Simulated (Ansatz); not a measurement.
Crystal: YbGe2Ru2.

```
Yb Ru Ge
1.0
    -2.10150    2.10150    4.88150
     2.10150   -2.10150    4.88150
     2.10150    2.10150   -4.88150
Yb Ru Ge
1 2 2
Direct
  0.00000 0.00000 0.00000
  0.25000 0.75000 0.50000
  0.75000 0.25000 0.50000
  0.62500 0.62500 0.00000
  0.37500 0.37500 0.00000
```

Base run:

- Program: Ansatz 0.2.0
- Functional: PBEsol
- Potentials or basis: Ansatz PAW
- Cutoff: 420 eV (not typed: the program's choice for these potentials)
- k mesh: 8 × 8 × 8
- Occupations: fermi-dirac, width 0.05 eV
- Spin: collinear spin, ferromagnetic start
- Starting moments: [2.0, 2.0, 2.0, 0.0, 0.0] μB
- Fixed moment: 6 μB

Its results: pressure 10.6 GPa; site moments Yb +0.89; Ru +1.67; Ge +0.12 μB; largest force 1.190 eV/Å.

Question: After a change of settings the same cell gave: pressure 5.6 GPa; site moments Yb +0.74; Ru +1.24; Ge +0.08 μB; largest force 0.738 eV/Å. Which change was it?
A. fixed moment from 6 μB to 2.2 μB; moments at the start from [2.0, 2.0, 2.0, 0.0, 0.0] to [0.73, 0.73, 0.73, 0.0, 0.0]
B. fixed moment from 6 μB to 4.5 μB; moments at the start from [2.0, 2.0, 2.0, 0.0, 0.0] to [1.5, 1.5, 1.5, 0.0, 0.0]
C. fixed moment from 6 μB to 3 μB; moments at the start from [2.0, 2.0, 2.0, 0.0, 0.0] to [1.0, 1.0, 1.0, 0.0, 0.0]
D. fixed moment from 6 μB to 0.8 μB; moments at the start from [2.0, 2.0, 2.0, 0.0, 0.0] to [0.27, 0.27, 0.27, 0.0, 0.0]

Answer: B.

Caveats: the cell's inner coordinates are idealised or old, which leaves forces on the atoms; the total moment is fixed, so each spin has its own Fermi level; the PAW data sets come from PBE, with cores solved anew for the run's functional, which leaves a small shift of forces and pressure; the thresholds are loose for stress.
